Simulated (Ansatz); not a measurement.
**CH8AlBSi2: up Jacob's ladder to CCSD(T)**

Aim: compute CH8AlBSi2 with functionals from several rungs and with coupled cluster. The yardstick is the atomisation energy at the CCSD(T) limit.

Method: functionals in def2-TZVPP, the program's frozen cores in correlated methods; program: Ansatz 0.2.0, Gaussian basis.

The runs, in order: PBE-D4, r2SCAN-D4, PBE0-D4, B3LYP-D4, ωB97X-V, ωB97M-V, B2PLYP; CCSD(T)/def2-TZVPP; MP2/def2-QZVPP; extrapolation to the limit.

### Step 1. Structure used throughout

The geometry comes from an earlier relaxation with PBE0-D4 in a triple-zeta def2 set; it is a stationary point, not always the lowest conformer.

13 atoms, charge 0, spin multiplicity 1.

Atoms are counted from 1 here; the program's logs count them from 0.

Bond lengths: B1–Si2 2.007 Å, B1–Al4 2.205 Å, B1–Si5 1.854 Å, B1–H6 1.239 Å, Si2–C3 1.902 Å, Si2–H7 1.490 Å, Si2–H8 1.491 Å, C3–Al4 1.952 Å, C3–H9 1.091 Å, C3–H10 1.096 Å, Al4–Si5 2.770 Å, Al4–H11 1.586 Å, Si5–H12 1.485 Å, Si5–H13 1.487 Å. Angles: Si2–B1–Al4 81.9°, Si2–B1–Si5 126.2°, Si2–B1–H6 111.3°, Al4–B1–Si5 85.6°, Al4–B1–H6 69.6°, Si5–B1–H6 112.7°, B1–Si2–C3 97.0°, B1–Si2–H7 114.2°, B1–Si2–H8 113.0°, C3–Si2–H7 111.8°, C3–Si2–H8 112.4°, H7–Si2–H8 108.3°, Si2–C3–Al4 91.7°, Si2–C3–H9 116.4° and more.

Coordinates:

```xyz
13
charge 0, multiplicity 1
B    -0.9909    0.7062    0.3388
Si   -0.3751   -1.0050    1.1873
C     1.4141   -0.9500    0.5448
Al    1.0668    0.6912   -0.4536
Si   -1.5159    0.9254   -1.4262
H    -0.3549    1.6774    0.7720
H    -1.0971   -2.2184    0.7104
H    -0.4441   -0.9740    2.6764
H     2.2007   -0.9459    1.3011
H     1.5861   -1.7968   -0.1293
H     2.0008    1.8372   -1.0290
H    -2.0305   -0.1755   -2.2795
H    -1.4394    2.1936   -2.1986
```

### Step 2. PBE-D4 (GGA)

The input, in.yaml:

```yaml
crystal:
  periodic: [false, false, false]
  atoms:
    - {symbol: B, position_ang: [-0.990928, 0.706185, 0.338830]}
    - {symbol: Si, position_ang: [-0.375084, -1.005016, 1.187271]}
    - {symbol: C, position_ang: [1.414088, -0.949999, 0.544847]}
    - {symbol: Al, position_ang: [1.066836, 0.691170, -0.453558]}
    - {symbol: Si, position_ang: [-1.515919, 0.925396, -1.426162]}
    - {symbol: H, position_ang: [-0.354908, 1.677384, 0.771996]}
    - {symbol: H, position_ang: [-1.097093, -2.218371, 0.710381]}
    - {symbol: H, position_ang: [-0.444114, -0.974010, 2.676436]}
    - {symbol: H, position_ang: [2.200676, -0.945947, 1.301060]}
    - {symbol: H, position_ang: [1.586069, -1.796793, -0.129271]}
    - {symbol: H, position_ang: [2.000760, 1.837197, -1.028979]}
    - {symbol: H, position_ang: [-2.030470, -0.175507, -2.279530]}
    - {symbol: H, position_ang: [-1.439413, 2.193610, -2.198621]}
basis:
  gaussian: {orbitals: def2-TZVPP}
hamiltonian: {xc: pbe, dispersion: d4}
output: {forces: true, orbitals: {seedname: orbitals}}
```

Run with:

```console
> ansatz run in.yaml --threads 4 --pin off --events-out ev --progress --plain --max-ram 10444MiB
```

After this run come: r2SCAN-D4 (meta-GGA); PBE0-D4 (hybrid); B3LYP-D4 (hybrid); ωB97X-V (range-separated); ωB97M-V (range-separated); B2PLYP (double hybrid); CCSD(T) in def2-TZVPP; MP2 in def2-QZVPP.

**Question.** What will the summary of the whole plan be? Wanted: atomisation energy, CCSD(T)/CBS; farthest; mean size of error, hybrid; mean size of error, range-separated; gap, smallest and largest; T1 diagnostic; triples share of the correlation energy.

As calculated:

| quantity | value |
| --- | --- |
| atomisation energy, CCSD(T)/CBS | 42.893 eV |
| functionals within 0.214 eV (0.5 %) | PBE0-D4, B3LYP-D4, ωB97M-V |
| farthest | B2PLYP (-0.677 eV) |
| mean size of error, hybrid | 0.104 eV |
| mean size of error, range-separated | 0.215 eV |
| gap, smallest and largest | 2.96 eV (PBE-D4), 8.69 eV (ωB97X-V) |
| T1 diagnostic | 0.0139 |
| triples share of the correlation energy | 4.5 % |

PBE-D4 misses by +0.300 eV. Double hybrids carry the basis error of their MP2 part in triple zeta, and no dispersion term here, so their miss is partly the set-up's. Misses under about 0.214 eV are within the doubt on the reference itself, which lacks core-valence correlation, relativity and higher excitations. Hartree-Fock recovers 75 % of the binding; the rest is correlation. The gap grows from 3.0 to 8.7 eV across the functionals, mostly with the share of exact exchange.
